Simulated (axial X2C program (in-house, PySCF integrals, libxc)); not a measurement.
# SnBr: EOM-IP-CCSD levels

Wanted for SnBr: EOM-IP-CCSD levels, at the two-component level.

Method: two-component X2C with atomic mean-field terms, Sn dyall-acv3z, Br dyall-acv3z; program: an in-house X2C program for linear molecules on PySCF integrals.

All values are calculated.

### Step 1. Input

Contents of task.json:

```json
{"zs": [50, 35], "q": 0, "bas": ["dyall-acv3z", "dyall-acv3z"], "r0": 2.54, "eom": "ip", "rq": -1, "thr": -1.0, "nmax": 95, "grid": [1, 0.96, 1.045, 0.92, 1.09, 1.15]}
```

Keys: zs atomic numbers; q charge; bas basis sets; r0 starting distance in Å; eom kind of EOM run; thr threshold in hartree for freezing inner shells (an s shell follows its p shell); nmax most natural virtual spinors; grid distances as factors.

Started as:

```sh
$ python soeom.py task.json out
```

After this run come: EOM-IP-CCSD at 2.707 Å.

**Question.** What will these runs give? Wanted: next root led by one particle; T1 of the reference.

**Answer**, as computed:

| quantity | value |
| --- | --- |
| lowest root at 2.707 Å | Ω = 1/2, 1.480 eV |
| next root led by one particle | Ω = 1/2, about 28120 cm⁻¹ higher |
| T1 of the reference | 0.011 |

What this shows: Removing an electron from the reference determinant of SnBr⁻ costs 1.48 eV and empties a spinor of 85% Sn pπ. The closed-shell reference lies 0.40 eV above the lowest determinant found, so these energies count from an excited configuration. Errors of 0.1 to 0.3 eV are usual at this size, and roots led by higher excitations are left out, so the list is incomplete, and low states of that kind can be missing. T1 or the largest double amplitude of the reference is raised, which lowers the reliability.
